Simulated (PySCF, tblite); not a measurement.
# C₆H₈SSi: geometry, infrared bands and NMR shifts

Aim: predict the infrared bands and NMR shifts of C₆H₈SSi (`S[SiH2]c1ccccc1`).

Computed with tblite 0.8.0 and PySCF 2.14.0, with density-fitted response routines of our own, on a single molecule in the gas phase. Atoms are numbered from 0 throughout.

### Step 1. The molecule as given

16 atoms, charge 0, multiplicity 1; geometry from: force field or distance geometry start.

Bonds of the start (Å): S0–Si1 2.16, Si1–C2 1.84, C2–C3 1.38, C3–C4 1.38, C4–C5 1.38, C5–C6 1.38, C6–C7 1.39, C7–C2 1.38, S0–H8 1.42, Si1–H9 1.48, Si1–H10 1.47, C3–H11 1.10, C4–H12 1.09, C5–H13 1.09, C6–H14 1.10, C7–H15 1.08.

### Step 2. Optimising the geometry with GFN2-xTB

Job settings and geometry (Å):

```
{"job": {"kind": "relax", "xc": "GFN2-xTB", "basis": "xTB"}, "charge": 0, "multiplicity": 1}
S      3.342000     0.183800     1.189500
Si     2.011100    -0.860100    -0.151500
C      0.285500    -0.284000     0.089100
C     -0.673900    -1.213400     0.426700
C     -1.970400    -0.784700     0.611700
C     -2.324300     0.538300     0.431900
C     -1.369100     1.477900     0.082100
C     -0.060400     1.041700    -0.080300
H      3.680800     1.385700     0.522000
H      2.401100    -0.490900    -1.526300
H      2.129500    -2.319400     0.011600
H     -0.434200    -2.280000     0.579700
H     -2.744000    -1.495900     0.889100
H     -3.364700     0.808800     0.583800
H     -1.612700     2.541300    -0.055700
H      0.696100     1.759900    -0.347500
```

The run is started by

```console
OMP_NUM_THREADS=1 python probes_run.py task.json out
```

The driver reads the jobs from task.json and runs them one after another.

**Question.** This job is followed by: GFN2-xTB harmonic vibrations, gas phase; GIAO PBE0/pcSseg-1 NMR shielding, non-relativistic, gas phase. What will the session give for the following? strongest single infrared mode (GFN2-xTB); zero-point energy (GFN2-xTB); 13C shifts against TMS (PBE0/pcSseg-1, means over atoms taken as alike); 1H shifts against TMS (PBE0/pcSseg-1, means over atoms taken as alike); 33S shifts against CS2 (PBE0/pcSseg-1); 29Si shifts against TMS (PBE0/pcSseg-1); surface potential, 1st and 99th percentile.

As calculated:

| quantity | value |
| --- | --- |
| strongest single infrared mode (GFN2-xTB) | 746 cm⁻¹, 320 km/mol |
| zero-point energy (GFN2-xTB) | 71.0 kcal/mol |
| 13C shifts against TMS (PBE0/pcSseg-1, means over atoms taken as alike) | 140.1, 136.6, 136.3, 133.4 ppm |
| 1H shifts against TMS (PBE0/pcSseg-1, means over atoms taken as alike) | 7.96, 7.72, 7.71, 5.40, 0.04 ppm |
| 33S shifts against CS2 (PBE0/pcSseg-1) | -263 ppm |
| 29Si shifts against TMS (PBE0/pcSseg-1) | -35.0 ppm |
| surface potential, 1st and 99th percentile | -0.92 V and 1.28 V |

The optimisation took 252 steps and gained 0.292 eV; among the close pairs (by a distance rule), S0–H8 changed most, from 1.416 to 1.325 Å. All 42 modes are real, so the xTB geometry is a minimum. The strongest single mode, at 746 cm⁻¹, is carried by H8, H9, H10, Si1. GFN2-xTB is a fitted tight-binding method: band positions and strengths are rough. Its intensities can rank the bands wrongly. NICS(1)zz of -29 ppm above the planar ring from C2 marks a diatropic (aromatic) ring current. By nearest atom (PBE0/pcSseg-1), the HOMO sits on S0 68 %; H8 8 % and the LUMO on C2, C5 about 22 % each; C3, C7 about 9 % each.
